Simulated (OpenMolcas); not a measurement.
**Mo⁵⁺ among point charges: CASSCF and CASPT2 levels, g values and susceptibility**

Aim: the splitting of the states of Mo⁵⁺ in the field of 5 point charges, its lowest levels with spin-orbit coupling and its magnetic susceptibility.

Program: OpenMolcas 26.06. Level of theory: state-averaged CASSCF and CASPT2, spin-orbit coupling by RASSI with atomic mean-field integrals. These are calculated values, not measurements, unless marked.

**1. The atom as given**

```
Species                           : Mo⁵⁺ (molybdenum, Z = 42, 37 electrons)
Basis                             : ANO-RCC-VDZP [6s5p3d1f], 43 functions
Scalar Hamiltonian                : DKH2, point nucleus
Inactive shells                   : 1s 2s 2p 3s 3p 3d 4s 4p
Active space                      : 1 electron in 5 orbitals (4d)
Some configurations of this space : 4d
Orbitals                          : optimised for each spin and parity, averaged over all roots
```

Outer shells as boxes (Hund's rule):

4d
```
4d [↑ ][  ][  ][  ][  ]
```

The ion sits among 5 point charges of -2 e arranged as a square pyramid (C4v), 2.12 Å from the ion, with the axial distance 1.781 Å.

The work runs as a chain of OpenMolcas steps in one folder; each step below is one input file. The outputs are cut to the sections that carry results. Labels, J, g values, rates, χT and fits are worked out afterwards by a script from the matrices that RASSI stores.

**2. GATEWAY and SEWARD: basis and integrals**

a.inp reads:

```
&GATEWAY
Coord
1

Mo 0.0 0.0 0.0
Basis=ANO-RCC-VDZP
Group=NoSym
NoMove
AngMom=0.0 0.0 0.0
AMFI
XField
5 Angstrom 0
2.120000 0.000000 0.000000 -2.000000
0.000000 2.120000 0.000000 -2.000000
-2.120000 0.000000 0.000000 -2.000000
0.000000 -2.120000 0.000000 -2.000000
0.000000 0.000000 1.780800 -2.000000
&SEWARD
```

The run is started by

```
OMP_NUM_THREADS=1 MOLCAS_MEM=1689 MOLCAS_PROJECT=a pymolcas a.inp > a.log
```

**3. CASSCF: doublets, 5 roots**

a.inp reads:

```
&RASSCF
FileOrb=start.orb
Symmetry=1
Spin=2
nActEl=1 0 0
Inactive=18
Ras2=5
CIRoot=5 5 1
SDav=5
CIMx=300
Iter=120 100
PrWF=0.3
OrbListing=Nothing
MaxOrb=0
>>> COPY $Project.JobIph JOB001
```

start.orb holds the contracted functions of the basis, ordered by shell, or the orbitals of the step before.

**4. State interaction with spin-orbit coupling**

a.inp reads:

```
&RASSI
NrOfJobIphs=1 5
1 2 3 4 5
IphNames
JOB001
EJob
SpinOrbit
DIPRint=1.0
SOCoupling=1000.0
Subsets=2
Property=9
'ANGMOM' 1 'ANGMOM' 2 'ANGMOM' 3 'MLTPL  1' 1 'MLTPL  1' 2 'MLTPL  1' 3
'AMFI' 1 'AMFI' 2 'AMFI' 3
SOProperty=3
'ANGMOM' 1 'ANGMOM' 2 'ANGMOM' 3
```

**5. CASPT2: IPEA 0.25, imaginary shift 0.1 (closed shells correlated: 4s 4p)**

a.inp reads:

```
>>> COPY JOB001 $Project.JobIph
&CASPT2
Multistate=5 1 2 3 4 5
NoMult
Frozen=14
IPEA=0.25
Imaginary=0.1
MaxIter=60
WThr=0.0 0.3 0.05
PrWF=0.5
NoMix
```

(Steps that only read results are left out.)

Q: Predict the outcome of this session. Wanted: spin-free ground state; first state of the same spin; lowest level; next level.

As calculated:

```
                    quantity                                                                        value
                      method  SS-CASPT2, IPEA 0.25, imaginary shift 0.1 (closed shells correlated: 4s 4p)
      spin-free ground state                                          doublet, 2-fold in its orbital part
first state of the same spin                                                         doublet at 3450 cm⁻¹
                lowest level                                                 2-fold, g = 0.16, 1.15, 1.15
                  next level                                                                  1188.3 cm⁻¹
                 χT at 300 K                                                               0.13 cm³ K/mol
   effective moment at 300 K                                                                      1.03 μB
```

Cost by method:

| method | time of its own steps | time with the reference |
| --- | --- | --- |
| A. CASSCF | 1.9 s | 1.9 s |
| B. SS-CASPT2, IPEA 0.25, imaginary shift 0.1, +4s 4p | 0.72 s | 2.6 s |

Times are of one thread on a shared host.

What this shows: The spin-free ground state (doublet) comes to 100 % from free-ion D terms and keeps the highest spin of the shell. χT at 300 K is 0.13, against 0.38 cm³ K/mol for the spin alone, so orbital moment lowers it. Point charges give too small a field for d ions at true ligand charges. This is an electrostatic model: the charges have no orbitals.
